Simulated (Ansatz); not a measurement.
# La3Sb (L12 type): how the settings move a single-point run

Question: which choices in the input matter for La3Sb (L12 type)?

Program: Ansatz 0.2.0. Level of theory: reference: DFT, r2SCAN, all-electron PAW with datasets made for the crystal, scalar-relativistic. These are calculated values, not measurements.

## (1) The structure to begin with

Symmetry: Pm-3m, No. 221, cubic system. The conventional cell has a = 5.006 Å, b = 5.006 Å, c = 5.006 Å, α = 90.00°, β = 90.00°, γ = 90.00°. Sb (site symmetry m-3m) has 12 La at 3.54 Å as nearest neighbours. La (site symmetry 4/mmm) has 4 Sb at 3.54 Å and 8 La at 3.54 Å as nearest neighbours.

Structure file:

```cif
data_structure
_symmetry_space_group_name_H-M 'P 1'
_symmetry_Int_Tables_number 1
_cell_length_a 5.0060
_cell_length_b 5.0060
_cell_length_c 5.0060
_cell_angle_alpha 90.000
_cell_angle_beta 90.000
_cell_angle_gamma 90.000
_cell_volume 125.45
loop_
_atom_site_label
_atom_site_type_symbol
_atom_site_fract_x
_atom_site_fract_y
_atom_site_fract_z
_atom_site_occupancy
Sb1 Sb 0.00000 0.00000 0.00000 1
La1 La 0.00000 0.50000 0.50000 1
La2 La 0.50000 0.00000 0.50000 1
La3 La 0.50000 0.50000 0.00000 1
```

## (2) Baseline

File input.yaml:

```yaml
crystal:
  lattice:
    - [5.0059585347, 0.0, 0.0]
    - [0.0, 5.0059585347, 0.0]
    - [0.0, 0.0, 5.0059585347]
  atoms:
    - { symbol: Sb, position: [0.0, 0.0, 0.0] }
    - { symbol: La, position: [0.0, 0.5, 0.5] }
    - { symbol: La, position: [0.5, 0.0, 0.5] }
    - { symbol: La, position: [0.5, 0.5, 0.0] }
kpoints:
  mp_grid: { grid: [7, 7, 7] }
scf:
  occupations: { method: fermi_dirac, width: 0.05 }
hamiltonian:
  xc: r2scan
  pseudopotentials: { kind: all_electron, datasets: crystal }
output:
  forces: true
  stress: true
  eigenvalues: true
  efg: { contact_densities: true }
```

Run with:

```console
> ansatz run input.yaml --threads 1 --pin off --max-ram 3072MiB --backend cpu --events-out ev --progress --plain --runs-dir out
```

## (3) The same system, input altered

input.yaml: that of step 2 with these lines changed.

```diff
@@ -17,2 +17,3 @@
   pseudopotentials: { kind: all_electron, datasets: crystal }
+  hubbard: { sites: [{ species: La, l: f, u_eff: 8.0 }], double_counting: fll }
 output:
```

(Steps that only read results are left out.)

What does the calculation give? Wanted: for each run, ending; energy change.

As calculated:

```csv
run,ending,energy change,cycles,time
reference,converged,-,11,26 s
"1: hubbard.sites [{species: La, l: f, u_eff: 8.0}], hubbard.double_counting fll",refused,-,-,0.54 s
```

Residual by cycle in the longest SCF loop of each run; runs are numbered as in the table. The quantity is the density residual dr2, in eV.

```csv
cycle,reference
1,1.09
2,0.472
3,0.0594
4,0.0257
5,0.00122
6,1.0e-4
7,1.7e-5
8,5.9e-6
9,8.5e-7
10,2.5e-8
11,8.1e-9
```

With the changed Hubbard U the run ends refused. 1 of the 1 altered inputs did not end normally.
